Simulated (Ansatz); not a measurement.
# Ca3BiP, space group Pm-3m: a comparison of functionals at one structure

Computed with Ansatz's Python interface.

Run as a notebook:

```python
import warnings

import ansatz as az
import pandas as pd

warnings.simplefilter('ignore', az.DeckWarning)

system = (
    az.Lattice.of([5.417466, 0.0, 0.0], [0.0, 5.417466, 0.0], [0.0, 0.0, 5.417466])
    .atom('Ca', [0.0, 0.5, 0.5])
    .atom('Ca', [0.5, 0.0, 0.5])
    .atom('Ca', [0.5, 0.5, 0.0])
    .atom('Bi', [0.0, 0.0, 0.0])
    .atom('P', [0.5, 0.5, 0.5])
)
```

```python
len(system.resolved().sites)
```

    5

```python
calc = (
    system.calculation()
    .basis(420)  # cutoff of the orbital basis
    .occupations('fermi_dirac')  # smearing steadies the SCF of a metal
    .scf(tolerance=1e-07)
    .kpoints(5)
    .forces()  # minus the gradient of the free energy
    .stress()  # GPa
)
```

```python
rows = []
for value in ['blyp', 'pbesol', 'lda']:
    report = calc.functional(value).run(threads=1).report
    rows.append((value, report['free_energy_ev'] / len(report['lattice']['sites']), report['n_iterations'], sum(report['stress_gpa'][i][i] for i in range(3)) / 3, max(abs(f) for row in report['forces_ev_ang'] for f in row), report['n_kpoints']))
```

    

```python
table = pd.DataFrame(rows, columns=['functional', 'F/atom (eV)', 'iterations', 'P (GPa)', 'max component (eV/A)', 'k-points'])
table.round(5)
```

      functional  F/atom (eV)  iterations  P (GPa)  max component (eV/A)  k-points
    0       blyp  -3731.67145           7  1.29576                   0.0        10
    1     pbesol  -3673.63692           6 -1.33841                   0.0        10
    2        lda  -3626.93936           6 -2.78128                   0.0        10

From lowest to highest: LDA (-2.8 GPa), PBEsol (-1.3 GPa) and BLYP (1.3 GPa). At a fixed cell a lower pressure usually means a smaller equilibrium volume, so LDA prefers the smallest cell and BLYP the largest.

Notes:
- The program warned that this SCF threshold is loose for forces or stresses.
- Forces vanish by symmetry here and test nothing.
- Pressure is positive in compression.
- Spin-orbit coupling, which matters for elements this heavy, is left out.
- The structure comes from a database of computed cells and needn't be a stable or known phase.
- Total energies of different functionals can't be compared; pressures, moments and gaps at this one structure can.
- The script silences the warnings on its input, which a real study should read.
- The whole script took 4.2 s on 1 thread of AMD EPYC 9R45 96-Core Processor (Zen 5), on a shared host, peak memory 0.54 GiB.

(Lines on the test bed's own set-up are left out of the output.)
